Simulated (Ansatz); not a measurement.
# Ti: the cost of one run

Method: DFT PBE, scalar-relativistic, plane waves, PAW, in Ansatz 0.2.0.

### 1 Starting point

Symmetry: P6_3/mmc, No. 194, hexagonal system. Conventional cell: a = 2.950 Å, b = 2.950 Å, c = 4.686 Å, α = 90.00°, β = 90.00°, γ = 120.00°. Ti (site symmetry -6m2) has 12 Ti at 2.90 to 2.95 Å as nearest neighbours.

Coordinates:

```
CELL_PARAMETERS angstrom
2.95000 0.00000 0.00000
-1.47500 2.55477 0.00000
0.00000 0.00000 4.68600
ATOMIC_POSITIONS crystal
Ti 0.33333 0.66667 0.25000
Ti 0.66667 0.33333 0.75000
```

The structure comes from the Crystallography Open Database.

(A quick probe on a coarse mesh, which set the mesh and smearing, is not shown.)

### 3 Relaxing cell and atoms

input.yaml

```yaml
crystal:
  lattice:
    - [2.9499978604, 0.0, 0.0]
    - [-1.4749989302, 2.5547730882, 0.0]
    - [0.0, 0.0, 4.686]
  atoms:
    - { symbol: Ti, position: [0.3333333333, 0.6666666667, 0.25] }
    - { symbol: Ti, position: [0.6666666667, 0.3333333333, 0.75] }
basis:
  ecutwfc: 420
kpoints:
  mp_grid: { grid: [18, 18, 10] }
hamiltonian:
  xc: pbe
  pseudopotentials: { kind: paw, azcp: { folder: soft_1 } }
scf:
  occupations: { method: gaussian, width: 0.1 }
output:
  forces: true
  stress: true
  eigenvalues: true
  write_density: true
  write_potential: true
  elf: true
  volumetric_format: npy
relax:
  adjacent_minimum: "off"
  f_tol: 0.005
  max_steps: 80
  cell: { stress_tol: 0.05 }
```

Launch:

```console
$ ansatz run input.yaml --threads 4 --pin off --max-ram 12288MiB --backend cpu --events-out ev --progress --plain --runs-dir out
```

Q: Estimate wall time and peak memory on 4 threads of Intel Xeon 6975P-C (Granite Rapids), shared host.

About 4.8 s, with a peak of 0.47 GiB.
